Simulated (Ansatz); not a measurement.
# UB2PLYP/aug-cc-pVTZ run of OH (SMILES [OH])

What is the electronic atomisation energy of OH at UB2PLYP/aug-cc-pVTZ? 

The results are computed with Ansatz 0.2.0.

28 further runs of the same task are left out: 28 set aside as unsound or not needed.

## (1) The molecule

OH: 2 atoms, total charge 0, spin state doublet. As SMILES, `[OH]`. The coordinates come from a PBE0-D4/def2-TZVP relaxation.

Bond lengths: O1–H2 0.973 Å.

## (2) The energy at UB2PLYP/aug-cc-pVTZ

Contents of run.yaml:

```yaml
crystal:
  periodic: [false, false, false]
  atoms:
    - {symbol: O, position_ang: [0.415880, -0.133150, 0.214550]}
    - {symbol: H, position_ang: [-0.415880, 0.133150, -0.214550]}
basis:
  gaussian:
    orbitals: aug-cc-pVTZ
total_charge: 0
magnetization:
  spin_polarized: true
  initial_magnetization: 1
hamiltonian:
  xc: {name: B2PLYP}
correlation:
  frozen_orbitals: {H: 0, O: 1}
accuracy: high
output: {orbitals: {seedname: orbitals}}
```

On the command line:

```sh
$ ansatz run run.yaml --threads 1 --pin off --max-ram 3480MiB --events-out events.jsonl --progress --plain --runs-dir runs
```

Standard output:

```text
Warning: RAYON_NUM_THREADS=1 ignored (pool sized by the plan → 1); use --threads N
Functional definition: B2PLYP
  name "B2PLYP"
  parameter a = 0.53
  parameter c = 0.27
  exchange = (1 - a)*b88_x + a*exact_x
  correlation = (1 - c)*lyp_c + c*(mp2_os + mp2_ss)
899 factors; integrals over basis functions are off by at most 3.0e-9 eV
mean field evaluation 1: about -2057.8568 eV, gradient 1.6e1 eV
mean field evaluation 2: about -2057.8570 eV, gradient 1.6e1 eV
mean field evaluation 4: about -2058.6394 eV, gradient 9.2e-1 eV
mean field evaluation 8: about -2058.6429 eV, gradient 8.4e-3 eV
mean field evaluation 16: about -2058.6429 eV, gradient 2.1e-6 eV
mean field -2058.64285119 eV, -75.6537293831 hartree, gradient 5.0e-8 eV, S^2 0.753984; 0 other end points of the search recorded, 0 dependent functions left out
1 core orbitals not correlated: weight in the atoms' cores, before any rotation towards them, 1.000 or more for the frozen orbitals, at most 0.000 for the correlated occupied ones
reference -2058.64286893 eV, -75.6537300350 hartree; 4, 3 occupied and 64, 65 virtual orbitals, 899 factors
second order -6.60500811 eV of doubles, -0.00000000 eV of singles
Total energy: -2060.42622112 eV, -75.7192670191 hartree
```

Wall time 1.6 s (1 thread of Arm Neoverse V2, shared host); peak memory 0.13 GiB.

## (3) The H atom at the same level

Contents of run.yaml:

```yaml
crystal:
  periodic: [false, false, false]
  atoms:
    - {symbol: H, position_ang: [0.000000, 0.000000, 0.000000]}
basis:
  gaussian:
    orbitals: aug-cc-pVTZ
magnetization:
  spin_polarized: true
  initial_magnetization: 1
hamiltonian:
  xc: {name: B2PLYP}
correlation:
  frozen_orbitals: {H: 0}
accuracy: high
```

Run the same way, it converges to -0.49867 Eh (log not shown).

## (4) The O atom at the same level

Contents of in.yaml:

```yaml
crystal:
  periodic: [false, false, false]
  atoms:
    - {symbol: O, position_ang: [0.000000, 0.000000, 0.000000]}
basis:
  gaussian: {orbitals: aug-cc-pVTZ}
magnetization: {spin_polarized: true, initial_magnetization: 2}
hamiltonian: {xc: {name: B2PLYP}}
correlation: {frozen_orbitals: {O: 1}}
accuracy: high
```

Run the same way, it converges to -75.05100 Eh (log not shown).

## (5) Results

At UB2PLYP/aug-cc-pVTZ, 1 core orbital frozen:

| quantity | value |
| --- | --- |
| molecule: total energy | -75.71927 Eh |
| molecule: HOMO energy (SCF part's orbitals) (highest over α and β) | -11.08 eV |
| molecule: LUMO energy (SCF part's orbitals) (lowest over α and β) | -1.95 eV |
| molecule: ⟨S²⟩ | 0.754 |
| H atom: total energy | -0.49867 Eh |
| H atom: ⟨S²⟩ | 0.750 |
| O atom: total energy | -75.05100 Eh |
| O atom: ⟨S²⟩ | 2.006 |
| electronic atomisation energy | 4.615 eV |

What this shows: Taking the molecule apart into free atoms costs 4.62 eV (445 kJ/mol), before zero-point energy and without spin-orbit coupling.
